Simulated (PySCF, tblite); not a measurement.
**C4H3ClF3O+: dynamics, then NMR shifts on frames, part 1 of 2**

Aim: move C4H3ClF3O+ (`[O+]#C[C@H](Cl)CC(F)(F)F`) away from its starting geometry and see how NMR shifts follow the geometry.

The runs use tblite 0.8.0 and PySCF 2.14.0, with density-fitted response routines of our own; the level of theory stands in each step. All values are computed, except where a source is named. Atoms are numbered from 0 throughout.

### 1 The starting structure

12 atoms, charge 1, multiplicity 1; geometry from: GFN2-xTB.

Bonds of the start (Å): O0–C1 1.12, C1–C2 1.41, C2–Cl3 1.86, C2–C4 1.53, C4–C5 1.54, C5–F6 1.36, C5–F7 1.33, C5–F8 1.32, C2–H9 1.10, C4–H10 1.10, C4–H11 1.09.

### 2 Dynamics with GFN2-xTB

Job settings and geometry (Å):

```
{"job": {"kind": "md", "xc": "GFN2-xTB", "basis": "xTB", "temperature": 400, "steps": 2000, "every": 50, "frames": 5}, "charge": 1, "multiplicity": 1}
O      1.181948     2.388540    -0.728864
C      1.108502     1.355208    -0.312309
C      1.141327     0.017696     0.138133
Cl     1.631767    -0.596915    -1.548910
C     -0.142285    -0.598235     0.689884
C     -1.361135    -0.233272    -0.175076
F     -1.280554     1.077158    -0.510371
F     -1.393173    -0.914355    -1.312582
F     -2.490332    -0.423529     0.472989
H      1.981477    -0.155511     0.827881
H     -0.329104    -0.230337     1.704584
H     -0.047238    -1.687134     0.728613
```

Level: GFN2-xTB Langevin dynamics, gas phase.

On the command line:

```
OMP_NUM_THREADS=1 python probes_run.py task.json out
```

The driver reads the jobs from task.json and runs them one after another.

Log:

```text
t/fs     T/K      E/eV
    0.0   348.7   -881.19635
   25.0   270.4   -880.90495
   50.0   312.0   -880.64643
   75.0   393.5   -880.81564
  100.0   409.7   -880.93962
  125.0   262.0   -880.71356
  150.0   373.4   -880.85512
  175.0   369.5   -880.75269
  200.0   243.1   -880.77605
  225.0   239.8   -880.95436
  250.0   226.9   -880.80515
  275.0   307.3   -880.79141
  300.0   442.8   -880.84255
  325.0   326.8   -880.60914
  350.0   317.5   -880.75173
  375.0   227.9   -880.74153
  400.0   451.1   -880.72459
  425.0   516.7   -880.73132
  450.0   369.4   -880.64688
  475.0   409.5   -880.85211
  500.0   387.3   -880.75177
  525.0   349.1   -880.79486
  550.0   260.2   -880.75331
  575.0   331.2   -880.91813
  600.0   192.1   -880.64321
  625.0   379.6   -880.85044
  650.0   325.1   -880.72343
  675.0   341.4   -880.90422
  700.0   336.3   -880.83631
  725.0   386.9   -880.57846
  750.0   407.5   -880.66758
  775.0   270.0   -880.61274
  800.0   336.0   -880.74663
  825.0   395.4   -880.74181
  850.0   398.2   -880.74232
  875.0   469.0   -880.73310
  900.0   368.1   -880.59929
  925.0   466.8   -880.75356
  950.0   487.3   -880.72532
  975.0   493.0   -880.73933
 1000.0   449.5   -880.49918
```

Wall time 20 s (1 thread of Arm Neoverse N1, shared host); peak memory 0.18 GiB.

Distance from the start (root mean square after alignment): 0 fs 0.00 Å, 200 fs 0.22 Å, 400 fs 0.33 Å, 600 fs 0.21 Å, 800 fs 0.14 Å, 1000 fs 0.21 Å.

Positions (Å) and forces (eV/Å) at 1000 fs:

```xyz
12

O     0.223    1.729    0.750    0.520   -1.784   -0.252
C     0.328    0.614    0.593   -0.087    0.826   -0.292
C     0.588   -0.783    0.236   -1.282    2.320    0.847
Cl    1.289   -0.417   -1.422   -0.217   -0.060   -0.017
C    -0.670   -1.716    0.332    1.562    1.227   -0.374
C    -1.867   -0.927   -0.131   -0.392   -0.391   -1.259
F    -1.839    0.179    0.648   -0.477    0.794   -0.799
F    -1.722   -0.696   -1.503   -0.502    0.481    2.011
F    -3.052   -1.457    0.076    0.376   -0.185   -0.293
H     1.408   -1.049    0.863    0.727   -0.838    0.600
H    -0.874   -2.046    1.332    0.223   -0.506    0.427
H    -0.319   -2.398   -0.389   -0.453   -1.882   -0.599
```

### 3 NMR shieldings: 250 fs, PBE0/pcSseg-1

Job settings and geometry (Å):

```
{"job": {"kind": "nmr", "xc": "PBE0", "basis": "pcSseg-1", "pop": false}, "charge": 1, "multiplicity": 1}
O      0.267900     2.841400    -0.596900
C      0.398000     1.763600    -0.283600
C      0.705800     0.451300     0.216800
Cl     1.033000    -0.251300    -1.468300
C     -0.235600    -0.321200     1.045500
C     -1.570100    -0.539500     0.280600
F     -1.876000     0.591400    -0.389800
F     -1.530100    -1.534700    -0.547400
F     -2.630300    -0.829100     1.099800
H      1.695000     0.473300     0.791600
H     -0.472400     0.187800     1.958500
H      0.266400    -1.281300     1.091900
```

Method: GIAO PBE0/pcSseg-1 NMR shielding, non-relativistic, gas phase.

Log:

```text
coarse grid: 12176 points
cycle   1  E = -987.7071130427  dE =  2.017e+00  |g| = 1.197e+00  |ddm| = 3.168e+00
cycle   2  E = -986.8000491383  dE =  9.071e-01  |g| = 2.574e+00  |ddm| = 2.375e+00
cycle   3  E = -987.9629172691  dE = -1.163e+00  |g| = 4.397e-01  |ddm| = 1.549e+00
cycle   4  E = -987.9954464230  dE = -3.253e-02  |g| = 1.102e-01  |ddm| = 2.795e-01
cycle   5  E = -987.9973192600  dE = -1.873e-03  |g| = 2.969e-02  |ddm| = 6.967e-02
cycle   6  E = -987.9974900659  dE = -1.708e-04  |g| = 7.166e-03  |ddm| = 2.813e-02
cycle   7  E = -987.9974998792  dE = -9.813e-06  |g| = 1.983e-03  |ddm| = 6.024e-03
final grid: 118720 points
cycle   8  E = -988.0802191517  dE = -2.219e-05  |g| = 1.568e-02  |ddm| = 2.810e-02
cycle   9  E = -988.0800247088  dE =  1.944e-04  |g| = 3.617e-02  |ddm| = 2.650e-02
cycle  10  E = -988.0802637522  dE = -2.390e-04  |g| = 2.448e-03  |ddm| = 1.838e-02
cycle  11  E = -988.0802648442  dE = -1.092e-06  |g| = 6.332e-04  |ddm| = 1.847e-03
cycle  12  E = -988.0802649072  dE = -6.302e-08  |g| = 1.345e-04  |ddm| = 5.849e-04
cycle  13  E = -988.0802649104  dE = -3.157e-09  |g| = 3.982e-05  |ddm| = 1.517e-04
cycle  14  E = -988.0802649108  dE = -3.752e-10  |g| = 1.158e-05  |ddm| = 4.574e-05
converged SCF energy = -988.0802649108

GIAO shielding tensors (ppm)
atom      isotropic    diamagn.    paramagn.     s11        s22        s33       span
  0 O      -52.642     395.147    -447.789   -251.313   -125.950    219.337    470.651
  1 C       27.537     262.767    -235.231   -102.672    -78.830    264.113    366.785
  2 C      143.206     251.676    -108.470    113.940    154.786    160.892     46.952
  3 Cl     593.938    1145.373    -551.435    281.832    502.000    997.981    716.149
  4 C      146.733     249.609    -102.875    134.980    142.402    162.818     27.837
  5 C       54.643     239.990    -185.347     47.889     51.838     64.202     16.313
  6 F      250.992     475.182    -224.189    177.347    247.124    328.506    151.159
  7 F      241.237     471.110    -229.874    179.332    248.353    296.025    116.693
  8 F      218.954     468.266    -249.312    115.782    195.479    345.600    229.817
  9 H       24.709      25.143      -0.434     20.089     22.343     31.694     11.605
 10 H       28.371      27.461       0.910     23.635     27.241     34.237     10.602
 11 H       28.300      27.815       0.485     24.199     26.622     34.079      9.880
```

It took 34 s on 1 thread of Arm Neoverse N1, shared host; peak memory 0.84 GiB.

The references, computed at this level on geometries of the same kind, shield at (ppm): 1H TMS 31.72, 13C TMS 186.9, 19F CFCl3 170.9, 17O H2O 336.1, 35Cl HCl 950. Their shielding less the atom's gives the shift. The references are single molecules in the gas phase, so shifts against H2O, NH3, PH3, H3PO4 or CFCl3 are not on the usual liquid scales and can be off by tens of ppm. Each atom is listed at this fixed geometry, with no averaging over motion; a spectrum would average atoms that exchange fast.

| atoms | environment | σ (ppm) | δ (ppm) |
| --- | --- | --- | --- |
| C1 | acylium carbon | 27.5 | 159.4 |
| C5 | CF3 carbon | 54.6 | 132.3 |
| C2 | sp3 CH bonded to Cl | 143.2 | 43.7 |
| C4 | sp3 CH2 | 146.7 | 40.2 |
| H9 | hydrogen on an sp3 CH bonded to Cl | 24.71 | 7.01 |
| H11 | hydrogen on an sp3 CH2 | 28.30 | 3.42 |
| H10 | hydrogen on an sp3 CH2 | 28.37 | 3.35 |
| O0 | oxygen bonded to C | -52.6 | 388.7 |
| Cl3 | chlorine bonded to C | 594 | 356 |
| F8 | fluorine of a CF3 group | 219.0 | -48.0 |
| F7 | fluorine of a CF3 group | 241.2 | -70.3 |
| F6 | fluorine of a CF3 group | 251.0 | -80.0 |

### 4 NMR shieldings: 425 fs, PBE0/pcSseg-1

Job settings and geometry (Å):

```
{"job": {"kind": "nmr", "xc": "PBE0", "basis": "pcSseg-1", "pop": false}, "charge": 1, "multiplicity": 1}
O      0.186000     2.391900    -0.090300
C      0.380600     1.324500     0.124800
C      0.604300    -0.057700     0.359400
Cl     0.890000    -0.312400    -1.499900
C     -0.500600    -0.855100     1.033200
C     -1.881600    -0.648600     0.320700
F     -1.803000     0.436100    -0.476500
F     -2.207700    -1.550500    -0.516700
F     -2.786400    -0.402400     1.306000
H      1.585100    -0.310300     0.744100
H     -0.793300    -0.478200     1.975500
H     -0.259800    -1.943100     1.029700
```

Method: GIAO PBE0/pcSseg-1 NMR shielding, non-relativistic, gas phase.

Log:

```text
coarse grid: 12176 points
cycle   1  E = -987.7087003370  dE =  2.086e+00  |g| = 1.180e+00  |ddm| = 3.171e+00
cycle   2  E = -986.9216993450  dE =  7.870e-01  |g| = 2.433e+00  |ddm| = 2.247e+00
cycle   3  E = -987.9591665739  dE = -1.037e+00  |g| = 3.944e-01  |ddm| = 1.469e+00
cycle   4  E = -987.9848923848  dE = -2.573e-02  |g| = 1.035e-01  |ddm| = 2.495e-01
cycle   5  E = -987.9865338978  dE = -1.642e-03  |g| = 2.749e-02  |ddm| = 6.740e-02
cycle   6  E = -987.9866895043  dE = -1.556e-04  |g| = 6.794e-03  |ddm| = 2.880e-02
cycle   7  E = -987.9866994441  dE = -9.940e-06  |g| = 1.934e-03  |ddm| = 6.697e-03
final grid: 118720 points
cycle   8  E = -988.0693437883  dE = -2.262e-05  |g| = 1.480e-02  |ddm| = 2.507e-02
cycle   9  E = -988.0691876279  dE =  1.562e-04  |g| = 3.271e-02  |ddm| = 2.495e-02
cycle  10  E = -988.0693840523  dE = -1.964e-04  |g| = 2.106e-03  |ddm| = 1.727e-02
cycle  11  E = -988.0693848696  dE = -8.173e-07  |g| = 6.245e-04  |ddm| = 1.717e-03
cycle  12  E = -988.0693849388  dE = -6.925e-08  |g| = 1.336e-04  |ddm| = 6.223e-04
cycle  13  E = -988.0693849423  dE = -3.446e-09  |g| = 3.751e-05  |ddm| = 1.569e-04
cycle  14  E = -988.0693849426  dE = -3.238e-10  |g| = 1.360e-05  |ddm| = 4.290e-05
converged SCF energy = -988.0693849426

GIAO shielding tensors (ppm)
atom      isotropic    diamagn.    paramagn.     s11        s22        s33       span
  0 O      -41.070     395.760    -436.831   -232.952    -78.726    188.467    421.419
  1 C       35.032     263.420    -228.388    -90.184    -71.107    266.386    356.570
  2 C      147.374     250.920    -103.546    115.245    153.335    173.542     58.297
  3 Cl     469.598    1145.556    -675.958     69.078    335.771   1003.946    934.868
  4 C      140.286     248.663    -108.376    119.827    138.335    162.697     42.870
  5 C       57.047     245.604    -188.557     45.788     62.131     63.223     17.435
  6 F      230.924     478.612    -247.688    167.150    218.745    306.876    139.726
  7 F      250.429     468.808    -218.379    196.248    262.139    292.900     96.653
  8 F      212.884     469.463    -256.579    137.528    167.415    333.709    196.181
  9 H       25.905      27.039      -1.133     20.032     24.572     33.113     13.081
 10 H       28.404      28.632      -0.228     23.536     28.587     33.088      9.553
 11 H       27.103      25.976       1.127     23.064     25.590     32.655      9.591
```

It took 33 s on 1 thread of Arm Neoverse N1, shared host; peak memory 0.81 GiB.

Key values: δ C1 151.9, C5 129.9, C4 46.6, C2 39.6, H9 5.81, H11 4.61 ppm.

(Continued in part 2 of 2.)
